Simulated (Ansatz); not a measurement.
**Al (Fm-3m): equation of state**

An exercise on one series of results from a longer session: the logs are not shown, and one member is left open.

Program: Ansatz 0.2.0. Level of theory: DFT r²SCAN, scalar-relativistic, plane waves, PAW. These are calculated values, not measurements.

## The starting structure

It takes space group Fm-3m (No. 225, cubic). The conventional cell has a = 3.991 Å, b = 3.991 Å, c = 3.991 Å, α = 90.00°, β = 90.00°, γ = 90.00°. Al (site symmetry m-3m) is surrounded by 12 Al at 2.82 Å.

Structure file:

```xyz
1
Lattice="0.0000 1.9956 1.9956 1.9956 0.0000 1.9956 1.9956 1.9956 0.0000" Properties=species:S:1:pos:R:3 pbc="T T T"
Al    0.0000    0.0000    0.0000
```

An earlier run at r²SCAN left this cell at 15.896 Å³/atom and 0.00 GPa (18×18×18 mesh).

Volume factors to run: 0.980, 1.020, 0.960, 1.040.

Set-up of the first run:

File input.yaml:

```yaml
crystal:
  lattice:
    - [0.0, 1.9822495106, 1.9822495106]
    - [1.9822495106, 0.0, 1.9822495106]
    - [1.9822495106, 1.9822495106, 0.0]
  atoms:
    - { symbol: Al, position: [0.0, 0.0, 0.0] }
basis:
  ecutwfc: 500
  ecutrho_ratio: 4
kpoints:
  mp_grid: { grid: [18, 18, 18] }
hamiltonian:
  xc: r2scan
scf:
  occupations: { method: gaussian, width: 0.05 }
output:
  forces: true
  stress: true
  eigenvalues: true
```

On the command line:

```sh
$ ansatz run input.yaml --threads 1 --pin off --max-ram 2560MiB --backend cpu --events-out ev --progress --plain --runs-dir out
```

Steps of the session up to this table: Volume × 0.980; Volume × 1.020; Volume × 0.960; Scaling the volume by 1.040.

One table of the session follows, with a row left open; its other results are not shown here.

It belongs to the step «Energy and pressure against volume». 

| volume (Å³/atom) | energy (meV/atom) | pressure (GPa) |
| --- | --- | --- |
| 15.260 | 7.75 | 4.14 |
| 15.578 | 1.81 | 1.94 |
| 15.896 | 0.00 | 0.00 |
| 16.214 | ? | ? |
| 16.531 | 6.76 | -3.26 |

Q: Estimate the row for volume (Å³/atom) = 16.214 from the others.

Worked estimate for «energy (meV/atom)». A straight line through the neighbours (15.896, 0.00) and (16.531, 6.76) gives 0.00 + (6.76 − 0.00) × (16.214 − 15.896) / (16.531 − 15.896) = 3.39; a parabola fitted to 3 rows on both sides gives 1.66.

**Answer.** energy (meV/atom): 1.79; pressure (GPa): -1.72. In «energy (meV/atom)» the line misses by +1.60 and the parabola by -0.13.
